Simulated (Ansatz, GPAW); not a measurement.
## A script for BN (GLLB-SC)

These are simulated results from GPAW 26.7.0, not measurements. The cell was built from a prototype and was relaxed with r2SCAN in plane waves (Ansatz 0.2.0). Not every such cell is a known phase. All runs are without spin polarisation.

It is hexagonal, P6_3/mmc (No. 194); a = 2.501 Å, c = 6.893 Å in the conventional setting, 9.33 Å³ an atom. Around B lie 3 N at 1.44 Å; around N lie 3 B at 1.44 Å.

GLLB-SC is a model potential. Its fundamental gap is the Kohn-Sham gap plus a derivative discontinuity, which the script evaluates at the band edges among the listed k points. Its total energy isn't variational and serves nothing here.

run.py reads:

```python
import json
from ase import Atoms
from gpaw import GPAW, PW, FermiDirac

atoms = Atoms(['B', 'B', 'N', 'N'],
              cell=[[2.500838, 0.0, 0.0], [-1.250419, 2.165789, 0.0], [0.0, 0.0, 6.89313]],
              scaled_positions=[[0.333333, 0.666667, 0.25], [0.666667, 0.333333, 0.75], [0.666667, 0.333333, 0.25], [0.333333, 0.666667, 0.75]],
              pbc=True)
calc = GPAW(mode=PW(400), xc='GLLBSC', kpts={'size': (9, 9, 4), 'gamma': True},
            occupations=FermiDirac(0.02), maxiter=100, legacy_gpaw=True, txt='gpaw.txt')
atoms.calc = calc
res = {'energy': atoms.get_potential_energy(force_consistent=True)}
res['electrons'] = calc.get_number_of_electrons()
res['k'] = calc.get_ibz_k_points().tolist()
res['levels'] = [calc.get_eigenvalues(kpt=i).tolist() for i in range(len(res['k']))]
points = [[0.0, 0.0, 0.0], [0.5, 0.0, 0.0], [0.333333, 0.333333, 0.0], [0.0, 0.0, 0.5], [0.5, 0.0, 0.5], [0.333333, 0.333333, 0.5], [0.0, 0.5, 0.0]]
bands = calc.fixed_density(kpts=points, symmetry='off', nbands=round(res['electrons']) // 2 + 6, convergence={'bands': -2}, txt='bands.txt')
res['points'] = [bands.get_eigenvalues(kpt=i).tolist() for i in range(len(points))]
homo, lumo = bands.get_homo_lumo()
potential = calc.hamiltonian.xc.response.calculate_discontinuity_potential(homo, lumo)
res['discontinuity'] = bands.hamiltonian.xc.response.calculate_discontinuity(potential)
json.dump(res, open('results.json', 'w'))
print('free energy (eV):', round(res['energy'], 5))
```

Command: `python run.py`. It took 31 s on 1 thread of Arm Neoverse V1, with other jobs on the host, peak memory 0.19 GiB.

The log gpaw.txt, trimmed of paths, versions and times, then the last line on the terminal. An iter line gives the energy in eV and the logarithms of the changes of orbitals (plane waves alone) and density (c: converged):

```
___ ___ ___ _ _ _
 |   |   |_  | | | |

 | | | | | . | | | |

 |__ |  _|___|_____|  26.7.0
 |___|_|

Input parameters:
  kpts: {gamma: True,
         size: (9, 9, 4)}
  maxiter: 100
  mode: {ecut: 400.0,
         name: pw}
  occupations: {fixmagmom: False,
                name: fermi-dirac,
                width: 0.02}
  xc: GLLBSC

System changes: positions, numbers, cell, pbc, initial_charges, initial_magmoms

Initialize ...

species:
  B:
    name:    Boron
    Z:       5.0
    valence: 3
    core:    2
    charge:  0.0  # [|e|]
    compensation charges:
      type: gauss
      rc: 0.20  # [Å]
      lmax: 2
    cutoffs:
      filter: 1.14  # [Å]
      core: 1.38  # [Å]
    projectors
    | kind |    occ | energy [eV] | rcut [Å] |

    |------|--------|-------------|----------|

    |   2s |  2.000 |     -10.319 |    0.635 |

    |   2p |  1.000 |      -4.115 |    0.635 |

    |    s |        |      16.892 |    0.635 |

    |    p |        |      23.096 |    0.635 |

    |    d |        |       0.000 |    0.635 |

    Using partial waves for B as LCAO basis

  N:
    name:    Nitrogen
    Z:       7.0
    valence: 5
    core:    2
    charge:  0.0  # [|e|]
    compensation charges:
      type: gauss
      rc: 0.18  # [Å]
      lmax: 2
    cutoffs:
      filter: 1.11  # [Å]
      core: 0.96  # [Å]
    projectors
    | kind |    occ | energy [eV] | rcut [Å] |

    |------|--------|-------------|----------|

    |   2s |  2.000 |     -22.351 |    0.603 |

    |   2p |  3.000 |     -10.227 |    0.529 |

    |    s |        |       4.860 |    0.603 |

    |    p |        |      16.985 |    0.529 |

    |    d |        |       0.000 |    0.577 |

    Using partial waves for N as LCAO basis

Reference energy: -4282.856658  # eV

Spin-paired calculation

Convergence criteria:
 Maximum [total energy] change in last 3 cyles: 0.0005 eV / valence electron
 Maximum integral of absolute [dens]ity change: 0.0001 electrons / valence electron
 Maximum integral of absolute [eigenst]ate change: 4e-08 eV^2 / valence electron
 Maximum number of scf [iter]ations: 100
 (Square brackets indicate name in SCF output, whereas a 'c' in
 the SCF output indicates the quantity has converged.)

Symmetries present (total): 2

  ( 1  0  0)  (-1  0  0)
  ( 0  1  0)  ( 0 -1  0)
  ( 0  0  1)  ( 0  0 -1)

324 k-points: 9 x 9 x 4 Monkhorst-Pack grid + [0.000000,0.000000,1/8]
163 k-points in the irreducible part of the Brillouin zone
       k-points in crystal coordinates                weights
   0:     0.00000000    0.00000000    0.00000000          1/324
   1:     0.00000000    0.00000000    0.25000000          2/324
   2:     0.00000000    0.00000000    0.50000000          1/324
   3:     0.00000000    0.11111111   -0.25000000          2/324
   4:     0.00000000    0.11111111    0.00000000          2/324
   5:     0.00000000    0.11111111    0.25000000          2/324
   6:     0.00000000    0.11111111    0.50000000          2/324
   7:     0.00000000    0.22222222   -0.25000000          2/324
   8:     0.00000000    0.22222222    0.00000000          2/324
   9:     0.00000000    0.22222222    0.25000000          2/324
          ...
 162:     0.44444444    0.44444444    0.50000000          2/324

Wave functions: Plane wave expansion
  Cutoff energy: 400.000 eV
  Number of coefficients (min, max): 646, 691
  Pulay-stress correction: 0.000000 eV/Ang^3 (de/decut=0.000000)
  Using FFTW library
  ScaLapack parameters: grid=1x1, blocksize=None
  Wavefunction extrapolation:
    Improved wavefunction reuse through dual PAW basis

Occupation numbers: Fermi-Dirac:
  width: 0.0200  # eV

Eigensolver
   Davidson(niter=2)

Densities:
  Coarse grid: 12*12*32 grid
  Fine grid: 24*24*64 grid
  Total Charge: 0.000000

Density mixing:
  Method: separate
  Backend: msr1
  Linear mixing parameter: 0.05
  old densities: 10
  Width of damping distribution: 1.1
  Damping of long wavelength oscillations: 20

Hamiltonian:
  XC and Coulomb potentials evaluated on a 24*24*64 grid
  Using the GLLBSC Exchange-Correlation functional
  External potential:
    NoExternalPotential

XC parameters: GLLBSC functional being used consists of
  -----------------------------------------------------------------------
  | Weight | Module     | Description                                   |

  -----------------------------------------------------------------------
  |  1.000 | SCREENING  | GGA_X_PBE_SOL with 2 nearest neighbor stencil |

  |  1.000 | RESPONSE   | eps=0.0500 eV                                 |

  |  1.000 | XC         | GGA_C_PBE_SOL with 2 nearest neighbor stencil |

  -----------------------------------------------------------------------

Memory estimate:
  Process memory now: 110.08 MiB
  Calculator: 47.13 MiB
    Density: 2.52 MiB
      Arrays: 0.91 MiB
      Localized functions: 0.90 MiB
      Mixer: 0.70 MiB
    Hamiltonian: 0.62 MiB
      Arrays: 0.60 MiB
      XC: 0.00 MiB
      Poisson: 0.00 MiB
      vbar: 0.02 MiB
    Wavefunctions: 44.00 MiB
      Arrays psit_nG: 24.06 MiB
      Eigensolver: 0.23 MiB
      Projections: 1.81 MiB
      Projectors: 16.00 MiB
      PW-descriptor: 1.89 MiB

Total number of cores used: 1

Number of atoms: 4
Number of atomic orbitals: 16
Number of bands in calculation: 14
Number of valence electrons: 16
Bands to converge: occupied

... initialized

Initializing position-dependent things.

Density initialized from atomic densities
Creating initial wave functions:
  14 bands from LCAO basis set
Positions:
   0 B     -0.000001    1.443860    1.723283    ( 0.0000,  0.0000,  0.0000)
   1 B      1.250420    0.721929    5.169848    ( 0.0000,  0.0000,  0.0000)
   2 N      1.250420    0.721929    1.723283    ( 0.0000,  0.0000,  0.0000)
   3 N     -0.000001    1.443860    5.169848    ( 0.0000,  0.0000,  0.0000)

Unit cell:
           periodic     x           y           z      points  spacing
  1. axis:    yes    2.500838    0.000000    0.000000    12     0.1805
  2. axis:    yes   -1.250419    2.165789    0.000000    12     0.1805
  3. axis:    yes    0.000000    0.000000    6.893130    32     0.2154

  Lengths:   2.500838   2.500838   6.893130
  Angles:   90.000000  90.000000 120.000003

Effective grid spacing dv^(1/3) = 0.2008

iter:   1   -36.083165
iter:   2   -35.906047   -1.07  -0.65
iter:   3   -32.028711   -0.42  -0.67
iter:   4   -32.186009   -1.94  -1.25
iter:   5   -32.929162   -1.15  -1.36
iter:   6   -32.284632   -1.73  -1.21
iter:   7   -32.191187   -2.53  -1.80
iter:   8   -32.167379   -3.39  -2.31
iter:   9   -32.159594   -4.10  -2.85
iter:  10   -32.163016c  -5.48  -3.56
iter:  11   -32.165643c  -6.31  -3.94
iter:  12   -32.164722c  -6.96  -4.03c
iter:  13   -32.164686c  -7.92c -5.27c

Converged after 13 iterations.

Energy contributions relative to reference atoms: (reference = -4282.856658)

Kinetic:        +23.552343
Potential:      -19.806894
External:        +0.000000
XC:             -35.752534
Entropy (-ST):   -0.000000
Local:           -0.157601
SIC:             +0.000000
--------------------------
Free energy:    -32.164686
Extrapolated:   -32.164686

GLLBSC response reference energy: 1.85966 eV (from HOMO)

Showing only first 2 kpts
 Kpt  Band  Eigenvalues  Occupancy
  0     6      0.94104    2.00000
  0     7      0.94171    2.00000
  0     8      7.41564    0.00000
  0     9     12.38312    0.00000

  1     6      0.94626    2.00000
  1     7      0.94693    2.00000
  1     8      8.02316    0.00000
  1     9     11.31845    0.00000

Fermi level: 2.53113

Gap: 5.364 eV
Transition (v -> c):
  (s=0, k=119, n=7, [0.33, 0.33, -0.25]) -> (s=0, k=52, n=8, [0.11, 0.44, 0.00])
Direct/indirect transitions are different
Direct gap: 5.663 eV
Transition at: (s=0, k=122, n=7, [0.33, 0.33, 0.50])

free energy (eV): -32.16469
```

The gap in the log is over the mesh alone; results.json adds the listed points. GLLB-SC gives a gap of 7.23 eV (5.253 eV Kohn-Sham over the listed points plus 1.980 eV discontinuity). On the same cell, plane-wave PBE (Ansatz, 12×12×4 k points and the special points) gives a gap of 4.34 eV and r2SCAN a gap of 4.89 eV; on shared hosts these took about 2.1 and 5.1 core-seconds on the 4-atom cell, against 31 for the script. Semilocal gaps usually lie below measured ones.
